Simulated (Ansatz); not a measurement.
# TiC: pressure against volume

How stiff is TiC, and at what volume does the pressure vanish? The cell is scaled evenly, atoms carried along, and solved with LAPW, PAW and all-electron datasets made for the crystal.

Program: Ansatz 0.2.0. Level of theory: DFT PBE, scalar-relativistic. These are calculated values, not measurements.

1 further run of the same task is left out (set aside as unsound or not needed).

### Step 1. The system as given

Symmetry: Fm-3m, No. 225, cubic system. The conventional cell has a = 4.333 Å, b = 4.333 Å, c = 4.333 Å, α = 90.00°, β = 90.00°, γ = 90.00°. Ti (site symmetry m-3m) has 6 C at 2.17 Å as nearest neighbours. Around C (site symmetry m-3m) lie 6 Ti at 2.17 Å.

Structure file:

```
Ti C
1.0
     0.00000    2.16645    2.16645
     2.16645    0.00000    2.16645
     2.16645    2.16645    0.00000
Ti C
1 1
Direct
  0.00000 0.00000 0.00000
  0.50000 0.50000 0.50000
```

The cell was relaxed by PAW from a hypothetical start (rocksalt type); it needn't be the stable phase of this composition.

Atoms are numbered in the order of the input: Ti1, C2.

### Step 2. Volume × 0.95, LAPW

The input, input.yaml:

```yaml
crystal:
  lattice:
    - [0.0, 2.1297216026, 2.1297216026]
    - [2.1297216026, 0.0, 2.1297216026]
    - [2.1297216026, 2.1297216026, 0.0]
  atoms:
    - { symbol: Ti, position: [0.0, 0.0, 0.0] }
    - { symbol: C, position: [0.5, 0.5, 0.5] }
kpoints:
  mp_grid: { grid: [14, 14, 14] }
scf:
  occupations: { method: fermi_dirac, width: 0.03 }
hamiltonian:
  xc: pbe
  pseudopotentials: { kind: all_electron, lapw: { basis_error: 0.00025 } }
output:
  forces: true
  stress: true
  eigenvalues: true
```

### Step 3. Volume × 0.95, PAW

Edit input.yaml of step 2 so:

```diff
@@ -14,3 +14,3 @@
   xc: pbe
-  pseudopotentials: { kind: all_electron, lapw: { basis_error: 0.00025 } }
+  pseudopotentials: { kind: paw }
 output:
@@ -19 +19,2 @@
   eigenvalues: true
+  efg: { contact_densities: true }
```

### Step 4. Volume × 0.95, crystal datasets

Edit input.yaml of step 3 so:

```diff
@@ -14,3 +14,3 @@
   xc: pbe
-  pseudopotentials: { kind: paw }
+  pseudopotentials: { kind: all_electron, datasets: crystal }
 output:
```

### Step 5. Volume × 0.975, LAPW

The input, input.yaml:

```yaml
crystal:
  lattice:
    - [0.0, 2.1482418505, 2.1482418505]
    - [2.1482418505, 0.0, 2.1482418505]
    - [2.1482418505, 2.1482418505, 0.0]
  atoms:
    - { symbol: Ti, position: [0.0, 0.0, 0.0] }
    - { symbol: C, position: [0.5, 0.5, 0.5] }
kpoints:
  mp_grid: { grid: [14, 14, 14] }
scf:
  occupations: { method: fermi_dirac, width: 0.03 }
hamiltonian:
  xc: pbe
  pseudopotentials: { kind: all_electron, lapw: { basis_error: 0.00025 } }
output:
  forces: true
  stress: true
  eigenvalues: true
```

### Step 6. Volume × 0.975, PAW

Edit input.yaml of step 5 so:

```diff
@@ -14,3 +14,3 @@
   xc: pbe
-  pseudopotentials: { kind: all_electron, lapw: { basis_error: 0.00025 } }
+  pseudopotentials: { kind: paw }
 output:
@@ -19 +19,2 @@
   eigenvalues: true
+  efg: { contact_densities: true }
```

### Step 7. Volume × 1.025, LAPW

The input, input.yaml:

```yaml
crystal:
  lattice:
    - [0.0, 2.1843535002, 2.1843535002]
    - [2.1843535002, 0.0, 2.1843535002]
    - [2.1843535002, 2.1843535002, 0.0]
  atoms:
    - { symbol: Ti, position: [0.0, 0.0, 0.0] }
    - { symbol: C, position: [0.5, 0.5, 0.5] }
kpoints:
  mp_grid: { grid: [14, 14, 14] }
scf:
  occupations: { method: fermi_dirac, width: 0.03 }
hamiltonian:
  xc: pbe
  pseudopotentials: { kind: all_electron, lapw: { basis_error: 0.00025 } }
output:
  forces: true
  stress: true
  eigenvalues: true
```

### Step 8. Volume × 1.025, PAW

Edit input.yaml of step 7 so:

```diff
@@ -14,3 +14,3 @@
   xc: pbe
-  pseudopotentials: { kind: all_electron, lapw: { basis_error: 0.00025 } }
+  pseudopotentials: { kind: paw }
 output:
@@ -19 +19,2 @@
   eigenvalues: true
+  efg: { contact_densities: true }
```

### Step 9. Volume × 1.05, LAPW

The input, input.yaml:

```yaml
crystal:
  lattice:
    - [0.0, 2.201970015, 2.201970015]
    - [2.201970015, 0.0, 2.201970015]
    - [2.201970015, 2.201970015, 0.0]
  atoms:
    - { symbol: Ti, position: [0.0, 0.0, 0.0] }
    - { symbol: C, position: [0.5, 0.5, 0.5] }
kpoints:
  mp_grid: { grid: [14, 14, 14] }
scf:
  occupations: { method: fermi_dirac, width: 0.03 }
hamiltonian:
  xc: pbe
  pseudopotentials: { kind: all_electron, lapw: { basis_error: 0.00025 } }
output:
  forces: true
  stress: true
  eigenvalues: true
```

### Step 10. Volume × 1.05, PAW

Edit input.yaml of step 9 so:

```diff
@@ -14,3 +14,3 @@
   xc: pbe
-  pseudopotentials: { kind: all_electron, lapw: { basis_error: 0.00025 } }
+  pseudopotentials: { kind: paw }
 output:
@@ -19 +19,2 @@
   eigenvalues: true
+  efg: { contact_densities: true }
```

### Step 11. Volume × 1.05, crystal datasets

Edit input.yaml of step 10 so:

```diff
@@ -14,3 +14,3 @@
   xc: pbe
-  pseudopotentials: { kind: paw }
+  pseudopotentials: { kind: all_electron, datasets: crystal }
 output:
```

(Steps that only read results are left out.)

**Question.** What will these runs give? Wanted: equilibrium volume; bulk modulus (for each run or level that gives them).

**Answer**, as computed:

```
                      quantity           value
     equilibrium volume (LAPW)  10.167 Å³/atom
           bulk modulus (LAPW)         251 GPa
its pressure derivative (LAPW)             4.0
      equilibrium volume (PAW)  10.168 Å³/atom
            bulk modulus (PAW)         251 GPa
 its pressure derivative (PAW)             4.0
```

**Reading.** By LAPW, the pressure vanishes at 10.17 Å³/atom (less than 0.1 % from the starting cell) and the bulk modulus there is 251 GPa (Birch-Murnaghan, third order). PAW's volume lies +0.01 % and its modulus less than 0.1 % from LAPW's. No thermal or zero-point expansion is included.
